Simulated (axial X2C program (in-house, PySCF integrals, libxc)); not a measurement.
# TaSb: properties at the nuclei

Wanted for TaSb: properties at the nuclei, at the two-component level.

The runs use an in-house X2C program for linear molecules on PySCF integrals; two-component X2C with atomic mean-field terms, Ta dyall-cv3z, Sb dyall-cv3z.

All values are calculated.

### Step 1. The job

task.json

```json
{
 "zs": [
  73,
  51
 ],
 "q": 0,
 "bas": [
  "dyall-cv3z",
  "dyall-cv3z"
 ],
 "r0": 2.86,
 "levels": [
  "PBE0",
  "HF",
  "BP86",
  "LDA",
  "B3LYP"
 ],
 "nst": 2
}
```

Keys: zs atomic numbers; q charge; bas basis sets; r0 starting distance in Å; levels methods (HF also brings MP2); nst determinants followed.

Launch:

```
$ python soeom.py task.json out
```

The runs that follow: Expectation values, lowest determinant; Expectation values, a higher determinant.

**Question.** What will these runs give? Wanted: lowest determinant; Eeff magnitude; Ws magnitude Ta; A∥/gI Ta; qzz Ta; higher determinant (for each run or level that gives them).

The runs gave:

| quantity | value |
| --- | --- |
| lowest determinant | Ω = 1 (excess of +ω over −ω: ω = -1/2, ω = 3/2) |
| Eeff magnitude (GV/cm), PBE0 | 22.4 |
| Ws magnitude Ta (kHz), PBE0 | 18.2 |
| A∥/gI Ta (MHz), PBE0 | -2000 |
| qzz Ta (a.u.), PBE0 | -2.73 |
| higher determinant | Ω = 3 (excess of +ω over −ω: ω = 1/2, ω = 5/2) |
| Eeff magnitude (GV/cm), PBE0, higher determinant | 22.1 |
| Ws magnitude Ta (kHz), PBE0, higher determinant | 6.18 |
| A∥/gI Ta (MHz), PBE0, higher determinant | 1320 |
| qzz Ta (a.u.), PBE0, higher determinant | -3.10 |

What this shows: In the first state, the effective field runs from 17.9 to 27.6 GV/cm over the mean-field levels. The expectation values come from single determinants, which for open shells can mix terms of unlike spin or miss the lowest Ω, so a determinant need not be a state. Eeff is the effective electric field on the electron dipole moment in this Ω state and Ws the scalar–pseudoscalar constant (defined with the proton number Z and per Ω); A∥ is the parallel hyperfine constant, which follows by multiplying with the nuclear g factor gI = μI/(I μN); qzz is the electric field gradient, eQq0 = 234.96 MHz × Q/barn × qzz; μ is positive if Sb is the positive end. The operators were transformed with the bare-nucleus X2C matrices.
